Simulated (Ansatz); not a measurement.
Geometry optimisation, Ansatz 0.2.0, DFT PBE-D3(BJ), scalar-relativistic, plane waves, PAW.

The input (input.yaml):

```yaml
crystal:
  lattice:
    - [0.0, 3.859, 3.859]
    - [3.859, 0.0, 3.859]
    - [3.859, 3.859, 0.0]
  atoms:
    - { symbol: Mg, position: [0.0, 0.0, 0.0] }
    - { symbol: O, position: [0.25, 0.25, 0.25] }
    - { symbol: Mg, position: [0.0, 0.0, 0.5] }
    - { symbol: O, position: [0.25, 0.25, 0.75] }
    - { symbol: Mg, position: [0.0, 0.5, 0.0] }
    - { symbol: O, position: [0.25, 0.75, 0.25] }
    - { symbol: Mg, position: [0.0, 0.5, 0.5] }
    - { symbol: O, position: [0.25, 0.75, 0.75] }
    - { symbol: Mg, position: [0.5, 0.0, 0.0] }
    - { symbol: O, position: [0.75, 0.25, 0.25] }
    - { symbol: Mg, position: [0.5, 0.0, 0.5] }
    - { symbol: O, position: [0.75, 0.25, 0.75] }
    - { symbol: Mg, position: [0.5, 0.5, 0.0] }
    - { symbol: O, position: [0.75, 0.75, 0.25] }
    - { symbol: Mg, position: [0.5, 0.5, 0.5] }
    - { symbol: O, position: [0.75, 0.75, 0.75] }
    - { symbol: H, position: [0.38134878, -0.12088369, 0.86870018], spin: 1.0 }
magnetization:
  spin_polarized: true
basis:
  ecutwfc: 420.0
kpoints:
  mp_grid: { grid: [2, 2, 2] }
hamiltonian:
  xc: pbe
  dispersion: d3bj
  pseudopotentials: { kind: paw, azcp: { folder: soft_1 } }
scf:
  occupations: { method: gaussian, width: 0.05 }
  lower_state_search: "off"
relax:
  f_tol: 0.03
  max_steps: 60
  adjacent_minimum: "off"
```

Run as:

```bash
$ ansatz run input.yaml --threads 2 --pin off --max-ram 5120MiB --backend cpu --events-out ev --progress --plain --runs-dir out
```

Q: Where does it end, and by what steps?

A: The forces met the threshold. Limits of this set-up: coarse k mesh, a small cell, in which the defect meets its images. After 3 steps the energy has fallen by 0.328 eV; O16 moved furthest, 0.07 Å.

```tsv
step	energy less start (eV)	largest force component (eV/Å)	accepted
0	0.0000	1.404	yes
1	-0.2194	0.793	yes
2	-0.3278	0.047	yes
3	-0.3282	0.014	yes
```

```xyz
17
Lattice="0.0000 3.8590 3.8590 3.8590 0.0000 3.8590 3.8590 3.8590 0.0000" Properties=species:S:1:pos:R:3
Mg 0.006 -0.007 -0.005
O 1.929 1.930 1.932
Mg 1.935 1.924 0.008
O 3.897 3.821 1.970
Mg 1.934 0.005 1.926
O 3.897 1.968 3.823
Mg 3.853 1.924 1.926
O 5.750 3.821 3.823
Mg 0.007 1.937 1.939
O 1.929 3.859 3.861
Mg 1.922 3.852 1.939
O 3.859 5.789 3.861
Mg 1.922 1.936 3.854
O 3.859 3.859 5.791
Mg 3.853 3.865 3.867
O 5.750 5.827 5.829
H 2.894 4.824 0.967
```

Whether the end is a true minimum wasn't checked by a vibrational analysis.

Time of the run: 18 s on 2 threads of Arm Neoverse V1 (shared host), peak memory 0.46 GiB.
